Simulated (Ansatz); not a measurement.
# 64-atom supercell of rocksalt NaCl

What do PBEsol, HSE06 and r²SCAN give for the perfect crystal in this cell, and at what cost?

Program: Ansatz 0.2.0, PAW, plane waves. These are calculated values, not measurements.

### 1 The starting cell

64 atoms (32 Cl, 32 Na); a = 11.200 Å, b = 11.200 Å, c = 11.200 Å, α = 90.00°, β = 90.00°, γ = 90.00°.

Steps to follow: (2) PBEsol single point at the single k point (¼, ¼, ¼), on 7 threads of Arm Neoverse-V2; (3) HSE06 single point at the single k point (¼, ¼, ¼), on 7 threads of Arm Neoverse-V2; (4) r²SCAN single point at the single k point (¼, ¼, ¼), on 7 threads of Arm Neoverse-V2.

### 2 PBEsol single point

in.yaml reads:

```yaml
crystal:
  lattice:
    - [11.200000, 0.000000, 0.000000]
    - [0.000000, 11.200000, 0.000000]
    - [0.000000, 0.000000, 11.200000]
  atoms:
    - { symbol: Cl, position: [0.250000, 0.000000, 0.000000] }
    - { symbol: Cl, position: [0.250000, 0.000000, 0.500000] }
    - { symbol: Cl, position: [0.250000, 0.500000, 0.000000] }
    - { symbol: Cl, position: [0.250000, 0.500000, 0.500000] }
    - { symbol: Cl, position: [0.750000, 0.000000, 0.000000] }
    - { symbol: Cl, position: [0.750000, 0.000000, 0.500000] }
    - { symbol: Cl, position: [0.750000, 0.500000, 0.000000] }
    - { symbol: Cl, position: [0.750000, 0.500000, 0.500000] }
    - { symbol: Cl, position: [0.000000, 0.250000, 0.000000] }
    - { symbol: Cl, position: [0.000000, 0.250000, 0.500000] }
    - { symbol: Cl, position: [0.000000, 0.750000, 0.000000] }
    - { symbol: Cl, position: [0.000000, 0.750000, 0.500000] }
    - { symbol: Cl, position: [0.500000, 0.250000, 0.000000] }
    - { symbol: Cl, position: [0.500000, 0.250000, 0.500000] }
    - { symbol: Cl, position: [0.500000, 0.750000, 0.000000] }
    - { symbol: Cl, position: [0.500000, 0.750000, 0.500000] }
    - { symbol: Cl, position: [0.000000, 0.000000, 0.250000] }
    - { symbol: Cl, position: [0.000000, 0.000000, 0.750000] }
    - { symbol: Cl, position: [0.000000, 0.500000, 0.250000] }
    - { symbol: Cl, position: [0.000000, 0.500000, 0.750000] }
    - { symbol: Cl, position: [0.500000, 0.000000, 0.250000] }
    - { symbol: Cl, position: [0.500000, 0.000000, 0.750000] }
    - { symbol: Cl, position: [0.500000, 0.500000, 0.250000] }
    - { symbol: Cl, position: [0.500000, 0.500000, 0.750000] }
    - { symbol: Cl, position: [0.250000, 0.250000, 0.250000] }
    - { symbol: Cl, position: [0.250000, 0.250000, 0.750000] }
    - { symbol: Cl, position: [0.250000, 0.750000, 0.250000] }
    - { symbol: Cl, position: [0.250000, 0.750000, 0.750000] }
    - { symbol: Cl, position: [0.750000, 0.250000, 0.250000] }
    - { symbol: Cl, position: [0.750000, 0.250000, 0.750000] }
    - { symbol: Cl, position: [0.750000, 0.750000, 0.250000] }
    - { symbol: Cl, position: [0.750000, 0.750000, 0.750000] }
    - { symbol: Na, position: [0.000000, 0.000000, 0.000000] }
    - { symbol: Na, position: [0.000000, 0.000000, 0.500000] }
    - { symbol: Na, position: [0.000000, 0.500000, 0.000000] }
    - { symbol: Na, position: [0.000000, 0.500000, 0.500000] }
    - { symbol: Na, position: [0.500000, 0.000000, 0.000000] }
    - { symbol: Na, position: [0.500000, 0.000000, 0.500000] }
    - { symbol: Na, position: [0.500000, 0.500000, 0.000000] }
    - { symbol: Na, position: [0.500000, 0.500000, 0.500000] }
    - { symbol: Na, position: [0.250000, 0.250000, 0.000000] }
    - { symbol: Na, position: [0.250000, 0.250000, 0.500000] }
    - { symbol: Na, position: [0.250000, 0.750000, 0.000000] }
    - { symbol: Na, position: [0.250000, 0.750000, 0.500000] }
    - { symbol: Na, position: [0.750000, 0.250000, 0.000000] }
    - { symbol: Na, position: [0.750000, 0.250000, 0.500000] }
    - { symbol: Na, position: [0.750000, 0.750000, 0.000000] }
    - { symbol: Na, position: [0.750000, 0.750000, 0.500000] }
    - { symbol: Na, position: [0.250000, 0.000000, 0.250000] }
    - { symbol: Na, position: [0.250000, 0.000000, 0.750000] }
    - { symbol: Na, position: [0.250000, 0.500000, 0.250000] }
    - { symbol: Na, position: [0.250000, 0.500000, 0.750000] }
    - { symbol: Na, position: [0.750000, 0.000000, 0.250000] }
    - { symbol: Na, position: [0.750000, 0.000000, 0.750000] }
    - { symbol: Na, position: [0.750000, 0.500000, 0.250000] }
    - { symbol: Na, position: [0.750000, 0.500000, 0.750000] }
    - { symbol: Na, position: [0.000000, 0.250000, 0.250000] }
    - { symbol: Na, position: [0.000000, 0.250000, 0.750000] }
    - { symbol: Na, position: [0.000000, 0.750000, 0.250000] }
    - { symbol: Na, position: [0.000000, 0.750000, 0.750000] }
    - { symbol: Na, position: [0.500000, 0.250000, 0.250000] }
    - { symbol: Na, position: [0.500000, 0.250000, 0.750000] }
    - { symbol: Na, position: [0.500000, 0.750000, 0.250000] }
    - { symbol: Na, position: [0.500000, 0.750000, 0.750000] }
  symmetry: { detect: false }
kpoints:
  mp_grid: { grid: [1, 1, 1], shift: [0.25, 0.25, 0.25] }
hamiltonian:
  xc: pbesol
scf:
  occupations: { method: fermi_dirac, width: 0.01 }
output:
  forces: true
  eigenvalues: true
  stress: true
  populations: true
  eigenstates: { kpoints: [[0.25, 0.25, 0.25]], e_range: [-6.0, 6.0], localisation: true }
```

Run with:

```
ansatz run in.yaml --threads 7 --pin off --max-ram 13300MiB --runs-dir r --events-out ev --progress --plain
```

### 3 HSE06 on the same atoms

in.yaml, as its differences from that of step 2:

```diff
@@ -74,3 +74,3 @@
 hamiltonian:
-  xc: pbesol
+  xc: hse06
 scf:
@@ -80,3 +80,2 @@
   eigenvalues: true
-  stress: true
   populations: true
```

### 4 Single point with r²SCAN

in.yaml, as its differences from that of step 3:

```diff
@@ -74,3 +74,3 @@
 hamiltonian:
-  xc: hse06
+  xc: r2scan
 scf:
```

Before running it: what results should come out? Wanted: for each run, top filled to lowest empty; energy; pressure.

The runs gave:

```
 level                     time  top filled to lowest empty (eV)  energy (eV/atom)  pressure (GPa)
PBEsol     37 s (7 CPU threads)                             5.57        -1270.1433            0.03
 HSE06  6.9 min (7 CPU threads)                             7.13        -1285.2478               -
r²SCAN     84 s (7 CPU threads)                             6.53        -1288.1637               -
```

**Reading.** At the same k points, PBEsol gives a spacing 1.56 eV smaller and r²SCAN gives a spacing 0.60 eV smaller than the 7.13 eV of HSE06. Exact exchange costs time: HSE06 ran about 11 times as long as PBEsol on the same kind of device. With one k point the spacing samples only the states that fold onto it, so it can exceed the gap over the zone.
